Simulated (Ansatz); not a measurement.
**BiN (PbO type): equation of state**

The task here is to estimate one member of a computed series from the others.

Method: DFT PBE, scalar-relativistic, plane waves, PAW, in Ansatz 0.2.0.

## The starting structure

The structure is tetragonal, space group P4/nmm (No. 129). The conventional cell has a = 4.052 Å, b = 4.052 Å, c = 5.312 Å, α = 90.00°, β = 90.00°, γ = 90.00°. Bi (site symmetry 4mm) has 4 N at 2.31 Å in its first shell of neighbours. N (site symmetry -4m2) has 4 Bi at 2.31 Å in its first shell of neighbours.

Structure file:

```cif
data_structure
_symmetry_space_group_name_H-M 'P4/nmm:1'
_symmetry_Int_Tables_number 129
_cell_length_a 4.0523
_cell_length_b 4.0523
_cell_length_c 5.3119
_cell_angle_alpha 90.000
_cell_angle_beta 90.000
_cell_angle_gamma 90.000
_cell_volume 87.23
loop_
_atom_site_label
_atom_site_type_symbol
_atom_site_symmetry_multiplicity
_atom_site_Wyckoff_symbol
_atom_site_fract_x
_atom_site_fract_y
_atom_site_fract_z
_atom_site_occupancy
Bi1 Bi 2 c 0.50000 0.00000 0.20865 1
N1 N 2 a 0.00000 0.00000 0.00000 1
```

This cell comes from an earlier session at PBE: 21.807 Å³/atom at 0.01 GPa, on a 8×8×6 mesh.

Volume factors to run: 0.980, 1.020, 0.960, 1.040, 1.070, 1.100, 0.945.

The first run:

Contents of input.yaml:

```yaml
crystal:
  lattice:
    - [4.0251076372, 0.0, 0.0]
    - [0.0, 4.0251076372, 0.0]
    - [0.0, 0.0, 5.2762380409]
  atoms:
    - { symbol: Bi, position: [0.5, 0.0, 0.2086526736] }
    - { symbol: Bi, position: [0.0, 0.5, 0.7913473264] }
    - { symbol: "N", position: [0.0, 0.0, 0.0] }
    - { symbol: "N", position: [0.5, 0.5, 0.0] }
basis:
  ecutwfc: 420
  ecutrho_ratio: 4
kpoints:
  mp_grid: { grid: [8, 8, 6] }
hamiltonian:
  xc: pbe
scf:
  occupations: { method: gaussian, width: 0.05 }
output:
  forces: true
  stress: true
  eigenvalues: true
relax:
  f_tol: 0.01
  max_steps: 40
  cell: { stress_tol: 0.1, fix: [volume] }
```

The run is started by

```console
ansatz run input.yaml --threads 2 --pin off --max-ram 2662MiB --backend cpu --events-out ev --progress --plain --runs-dir out
```

Steps of the session up to this table: Volume × 0.980; At 1.020 of the relaxed volume; At 0.960 of the relaxed volume; Scaling the volume by 1.040; Scaling the volume by 1.070; Volume × 1.100; Scaling the volume by 0.945.

One of the session's tables, all rows but one given; the rest of the session is left out.

It belongs to the step «Energy and pressure against volume». 

| volume (Å³/atom) | energy (meV/atom) | pressure (GPa) |
| --- | --- | --- |
| 20.607 | 2.91 | 0.89 |
| 20.935 | 1.44 | 0.61 |
| 21.371 | 0.33 | 0.29 |
| 21.807 | 0.00 | 0.01 |
| 22.243 | 0.26 | -0.22 |
| 22.679 | 1.00 | -0.37 |
| 23.333 | ? | ? |
| 23.988 | 4.83 | -0.60 |

**Question.** Estimate the row for volume (Å³/atom) = 23.333.

Worked estimate for «energy (meV/atom)». A straight line through the neighbours (22.679, 1.00) and (23.988, 4.83) gives 1.00 + (4.83 − 1.00) × (23.333 − 22.679) / (23.988 − 22.679) = 2.91; a parabola fitted to 3 rows on both sides gives 2.61.

**Answer.** energy (meV/atom): 2.71; pressure (GPa): -0.52. In «energy (meV/atom)» the line misses by +0.20 and the parabola by -0.10.
